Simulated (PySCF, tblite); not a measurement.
# C₆H₁₂OSi₂: geometry, infrared bands and NMR shifts

Aim: predict the infrared bands and NMR shifts of C₆H₁₂OSi₂ (`[SiH3][C@]1(C2CC2)C=CO[SiH2]1`).

Computed with tblite 0.8.0 and PySCF 2.14.0, with density-fitted response routines of our own, on a single molecule in the gas phase. Atoms count from 0, in the outputs and in this text.

### 1 The starting structure

21 atoms, charge 0, multiplicity 1; geometry from: force field or distance geometry start.

Bonds of the start (Å): Si0–C1 1.85, C1–C2 1.48, C2–C3 1.53, C3–C4 1.53, C1–C5 1.47, C5–C6 1.28, C6–O7 1.37, O7–Si8 1.74, Si8–C1 1.88, C4–C2 1.50, Si0–H9 1.45, Si0–H10 1.49, Si0–H11 1.47, C2–H12 1.14, C3–H13 1.08, C3–H14 1.10, C4–H15 1.08, C4–H16 1.11, C5–H17 1.12, C6–H18 1.12, Si8–H19 1.46, Si8–H20 1.45.

### 2 Geometry optimisation with GFN2-xTB

Job settings and geometry (Å):

```
{"job": {"kind": "relax", "xc": "GFN2-xTB", "basis": "xTB"}, "charge": 0, "multiplicity": 1}
Si     0.062100     1.637300    -1.087800
C      0.344000     0.242000     0.101500
C     -0.794100     0.178800     1.037800
C     -2.112200    -0.051400     0.294500
C     -1.597100    -1.055900     1.325200
C      1.657100     0.449000     0.724100
C      2.652400    -0.172600     0.211300
O      2.419000    -0.987000    -0.859400
Si     0.720800    -1.375500    -0.775600
H      1.277000     2.172200    -1.667800
H     -0.564200     2.736700    -0.299700
H     -0.943000     1.205800    -2.065200
H     -0.842300     0.918800     1.900900
H     -2.916000     0.621400     0.557100
H     -2.014200    -0.432500    -0.737600
H     -1.260300    -2.040800     1.024200
H     -2.211900    -1.062600     2.251100
H      1.768900     1.126800     1.603900
H      3.692600    -0.076800     0.619600
H      0.077100    -1.471800    -2.077100
H      0.575500    -2.544900     0.073400
```

Command:

```
$ OMP_NUM_THREADS=1 python probes_run.py task.json out
```

This one command runs all jobs of the session in turn.

**Question.** This job is followed by: GFN2-xTB harmonic vibrations, gas phase; GIAO PBE0/pcSseg-1 NMR shielding, non-relativistic, gas phase. Predict these results of the whole session: strongest single infrared mode (GFN2-xTB); zero-point energy (GFN2-xTB); 13C shifts against TMS (PBE0/pcSseg-1); 1H shifts against TMS (PBE0/pcSseg-1, means over atoms taken as alike); 29Si shifts against TMS (PBE0/pcSseg-1); 17O shifts against H2O (PBE0/pcSseg-1); surface potential, 1st and 99th percentile.

The runs gave:

| quantity | value |
| --- | --- |
| strongest single infrared mode (GFN2-xTB) | 2278 cm⁻¹, 521 km/mol |
| zero-point energy (GFN2-xTB) | 97.4 kcal/mol |
| 13C shifts against TMS (PBE0/pcSseg-1) | 153.0, 117.7, 30.5, 16.9, 8.7, 6.0 ppm |
| 1H shifts against TMS (PBE0/pcSseg-1, means over atoms taken as alike) | 6.49, 5.28, 5.12, 5.00, 3.99, 1.00, 0.74, 0.53, 0.49, -0.33 ppm |
| 29Si shifts against TMS (PBE0/pcSseg-1) | -2.0, -60.4 ppm |
| 17O shifts against H2O (PBE0/pcSseg-1) | 105.4 ppm |
| surface potential, 1st and 99th percentile | -1.14 V and 1.28 V |

In words: Over 123 steps the energy fell by 0.923 eV; of the close pairs, O7–Si8 changed most, 1.744 to 1.648 Å. No mode is imaginary among the 57: a minimum at this level. The strongest single mode, at 2278 cm⁻¹, moves mainly H9. Unscaled tight-binding wavenumbers are off by several per cent, some by more. Its intensities can rank the bands wrongly. The most deshielded carbon is C6 (alkene carbon bearing oxygen), at 153.0 ppm: an sp2 carbon further deshielded by the attached heteroatom. The most deshielded hydrogen is H18 (hydrogen on an alkene carbon bearing oxygen), at 6.49 ppm: olefinic region. At PBE0/pcSseg-1: The widest tensor belongs to C5: span 171 ppm, with a paramagnetic part of -188 ppm.
